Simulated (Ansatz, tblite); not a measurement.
**SbMe2H (C₂H₇Sb): a ladder of methods and basis sets**

How do method and basis change the picture of SbMe2H (C₂H₇Sb) (singlet)?

Program: Ansatz 0.2.0, Gaussian basis. Level of theory: as each input shows. These are calculated values, not measurements.

The runs, in order: GFN1-xTB, GFN2-xTB, PBE-D4/def2-TZVP, r2SCAN-D4/def2-TZVP, B97M-V/def2-TZVP, PBE-QIDH/def2-TZVP, B3LYP-D4/def2-TZVP, CAM-B3LYP-D4/def2-TZVP, LC-ωPBE/def2-TZVP, r2SCANh-D4/def2-TZVP, ωB97M-V/def2-TZVP, PBE+5HF/def2-TZVP, PBE+10HF/def2-TZVP, PBE+15HF/def2-TZVP, PBE+35HF/def2-TZVP, PBE+50HF/def2-TZVP, PBE-D4/def2-SVP, PBE0-D4/def2-SVP, PBE0-D4/def2-TZVPD, PBE-D4/def2-TZVPD, r2SCAN-D4/def2-TZVPD, CCSD(T)/def2-TZVPP, MP2/def2-TZVP, RPA/def2-TZVP.

2 further runs of the same task are left out: 1 that didn't finish, 1 set aside as unsound or not needed. Runs told in other sessions of the task aren't counted.

### 1 The geometry

The geometry is that of the singlet, from an earlier relaxation (r2SCAN-D4/def2-SVP).

10 atoms, charge 0, spin multiplicity 1.

Bond lengths: Sb1–C2 2.184 Å, Sb1–C6 2.184 Å, Sb1–H10 1.724 Å, C2–H3 1.100 Å, C2–H4 1.099 Å, C2–H5 1.100 Å, C6–H7 1.100 Å, C6–H8 1.099 Å, C6–H9 1.100 Å. Angles: C2–Sb1–C6 94.1°, C2–Sb1–H10 93.0°, C6–Sb1–H10 93.0°, Sb1–C2–H3 108.9°, Sb1–C2–H4 110.6°, Sb1–C2–H5 109.8°, H3–C2–H4 109.5°, H3–C2–H5 108.6°, H4–C2–H5 109.5°, Sb1–C6–H7 109.8°, Sb1–C6–H8 110.6°, Sb1–C6–H9 108.9°, H7–C6–H8 109.4°, H7–C6–H9 108.6°, H8–C6–H9 109.5°.

Sb takes a core potential in the def2 sets. No spin-orbit coupling is included.

PBE0-D4/def2-TZVP was run before; its log isn't repeated, and its numbers join the tables.

### 2 GFN1-xTB

Tight binding, by tblite at 300 K electronic temperature and without a spin-polarisation term:

```python
tblite.interface.Calculator('GFN1-xTB', numbers, positions, charge=0, uhf=0).singlepoint()
```

Energy -285.6595 eV, HOMO -11.21 eV, LUMO -5.56 eV; 0.005 s.

### 3 GFN2-xTB

Tight binding, by tblite at 300 K electronic temperature and without a spin-polarisation term:

```python
tblite.interface.Calculator('GFN2-xTB', numbers, positions, charge=0, uhf=0).singlepoint()
```

Energy -272.8802 eV, HOMO -10.01 eV, LUMO -5.29 eV; 0.003 s.

### 4 PBE-D4/def2-TZVP

start.molden holds the orbitals of an earlier run on this state, given as this run's starting guess.

File in.yaml:

```yaml
crystal:
  periodic: [false, false, false]
  atoms:
    - {symbol: Sb, position_ang: [-0.353881, -0.612509, 1.134991]}
    - {symbol: C, position_ang: [1.498602, -0.604235, -0.021967]}
    - {symbol: H, position_ang: [2.093944, 0.275312, 0.264440]}
    - {symbol: H, position_ang: [1.281376, -0.564716, -1.098615]}
    - {symbol: H, position_ang: [2.080468, -1.510292, 0.201205]}
    - {symbol: C, position_ang: [-1.266890, 1.002909, -0.016994]}
    - {symbol: H, position_ang: [-2.343179, 1.053881, 0.202839]}
    - {symbol: H, position_ang: [-1.120702, 0.839747, -1.094004]}
    - {symbol: H, position_ang: [-0.802757, 1.956291, 0.275738]}
    - {symbol: H, position_ang: [-1.066980, -1.836399, 0.152367]}
basis:
  gaussian: {orbitals: def2-TZVP, initial_orbitals: start.molden}
hamiltonian: {xc: pbe, dispersion: d4}
scf: {omitted_lower_state_checks: [starts]}
output: {orbitals: {seedname: orbitals}}
```

On the command line:

```sh
$ ansatz run in.yaml --threads 4 --pin off --events-out ev --progress --plain --max-ram 3916MiB
```

After this run come: r2SCAN-D4/def2-TZVP; B97M-V/def2-TZVP; PBE-QIDH/def2-TZVP; B3LYP-D4/def2-TZVP; CAM-B3LYP-D4/def2-TZVP; LC-ωPBE/def2-TZVP; r2SCANh-D4/def2-TZVP; ωB97M-V/def2-TZVP; PBE+5HF/def2-TZVP; PBE+10HF/def2-TZVP; PBE+15HF/def2-TZVP; PBE+35HF/def2-TZVP; PBE+50HF/def2-TZVP; PBE-D4/def2-SVP; PBE0-D4/def2-SVP; PBE0-D4/def2-TZVPD; PBE-D4/def2-TZVPD; r2SCAN-D4/def2-TZVPD; CCSD(T)/def2-TZVPP; MP2/def2-TZVP; RPA/def2-TZVP.

**Question.** What will the summary of the whole plan be? Wanted: gap in def2-TZVP, named functionals, smallest and largest; gap over the share of exact exchange; correlation energy, CCSD(T)/def2-TZVPP; correlation energy, MP2/def2-TZVP; binding an atom, CCSD(T)/def2-TZVPP; PBE0 total energy, smallest basis above largest.

The runs gave:

| quantity | value |
| --- | --- |
| gap in def2-TZVP, named functionals, smallest and largest | 4.94 eV (PBE-D4), 11.11 eV (LC-ωPBE) |
| gap over the share of exact exchange | 4.94 eV at 0, 8.41 eV at 0.5 |
| correlation energy, CCSD(T)/def2-TZVPP | -21.12 eV |
| correlation energy, MP2/def2-TZVP | -19.12 eV |
| binding an atom, CCSD(T)/def2-TZVPP | 3.372 eV |
| PBE0 total energy, smallest basis above largest | 2.70 eV (def2-SVP, def2-TZVPD) |

Over the named functionals in def2-TZVP the gap runs from 4.94 eV (PBE-D4) to 11.11 eV (LC-ωPBE); exact exchange widens it. Raising the share of exact exchange from 0 to 0.5 moves the HOMO by -2.01 eV and the LUMO by +1.45 eV. The functionals in def2-TZVP miss CCSD(T)/def2-TZVPP by +0.023 (LC-ωPBE) to +0.110 eV (PBE-D4) an atom. The reference is CCSD(T) in one finite basis, so it carries an error of its own, often a tenth of an eV or more, and near misses can't be ranked.
